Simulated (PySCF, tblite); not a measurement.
# C4H8B2FN: geometry, infrared bands and NMR shifts

What infrared bands and NMR shifts should C4H8B2FN (`BNB[C@H]1C=C(F)C1`) show?

Programs: tblite 0.8.0 and PySCF 2.14.0, with density-fitted response routines of our own. Each step states its level of theory. These are calculated values for one molecule in the gas phase, unless marked as measured. Atoms count from 0, in the outputs and in this text.

## Step 1: The molecule as given

16 atoms, charge 0, multiplicity 1; geometry from: force field or distance geometry start.

Bonds of the start (Å): B0–N1 1.52, N1–B2 1.54, B2–C3 1.60, C3–C4 1.50, C4–C5 1.39, C5–F6 1.36, C5–C7 1.48, C7–C3 1.44, B0–H8 1.19, B0–H9 1.19, N1–H10 1.05, B2–H11 1.18, C3–H12 1.10, C4–H13 1.08, C7–H14 1.11, C7–H15 1.10.

## Step 2: Geometry optimisation with GFN2-xTB

Job settings and geometry (Å):

```
{"job": {"kind": "relax", "xc": "GFN2-xTB", "basis": "xTB"}, "charge": 0, "multiplicity": 1}
B     -3.044600    -0.028000     0.352000
N     -1.972000    -0.499900    -0.611200
B     -0.630900    -0.452800     0.146700
C      0.584700     0.381800    -0.484300
C      1.317900     1.151000     0.574600
C      2.477200     0.421800     0.321500
F      3.743300     0.443800     0.824600
C      1.784500    -0.388700    -0.707400
H     -3.832300    -0.793600     0.798400
H     -3.093200     1.105700     0.697300
H     -2.156300    -1.513600    -0.808100
H     -0.477700    -1.113000     1.114200
H      0.290400     1.012100    -1.331200
H      1.062100     1.967900     1.230100
H      1.730500    -1.459100    -0.418500
H      2.208900    -0.226400    -1.710400
```

The run is started by

```sh
$ OMP_NUM_THREADS=1 python probes_run.py task.json out
```

One launch serves the whole session: the jobs run in the order shown.

**Question.** This job is followed by: GFN2-xTB harmonic vibrations, gas phase; GIAO PBE0/pcSseg-1 NMR shielding, non-relativistic, gas phase. What will the session give for the following? strongest single infrared mode (GFN2-xTB); zero-point energy (GFN2-xTB); ¹³C shifts against TMS (PBE0/pcSseg-1); ¹H shifts against TMS (PBE0/pcSseg-1, means over atoms taken as alike); ¹¹B shifts against BF3·OEt2 (PBE0/pcSseg-1); ¹⁵N shifts against NH3 (PBE0/pcSseg-1); ¹⁹F shifts against CFCl3 (PBE0/pcSseg-1).

As calculated:

| quantity | value |
| --- | --- |
| strongest single infrared mode (GFN2-xTB) | 1396 cm⁻¹, 523 km/mol |
| zero-point energy (GFN2-xTB) | 74.4 kcal/mol |
| ¹³C shifts against TMS (PBE0/pcSseg-1) | 162.6, 111.1, 39.6, 23.5 ppm |
| ¹H shifts against TMS (PBE0/pcSseg-1, means over atoms taken as alike) | 7.64, 5.66, 5.36, 4.66, 3.04, 2.86, 2.61 ppm |
| ¹¹B shifts against BF3·OEt2 (PBE0/pcSseg-1) | 52.2, 47.8 ppm |
| ¹⁵N shifts against NH3 (PBE0/pcSseg-1) | 187.3 ppm |
| ¹⁹F shifts against CFCl3 (PBE0/pcSseg-1) | -74.0 ppm |

What this shows: Over 92 steps the energy fell by 1.890 eV; of the close pairs, N1–B2 changed most, 1.541 to 1.414 Å. All 42 modes are real, so the xTB geometry is a minimum. The strongest single mode, at 1396 cm⁻¹, has its largest shares on N1, H10, B0 and B2 (the list is cut at 4 atoms). GFN2-xTB is a fitted tight-binding method: band positions and strengths are rough. Its intensities can rank the bands wrongly. At PBE0/pcSseg-1: Shielding is most anisotropic at N1 (span 329 ppm, paramagnetic term -239 ppm).
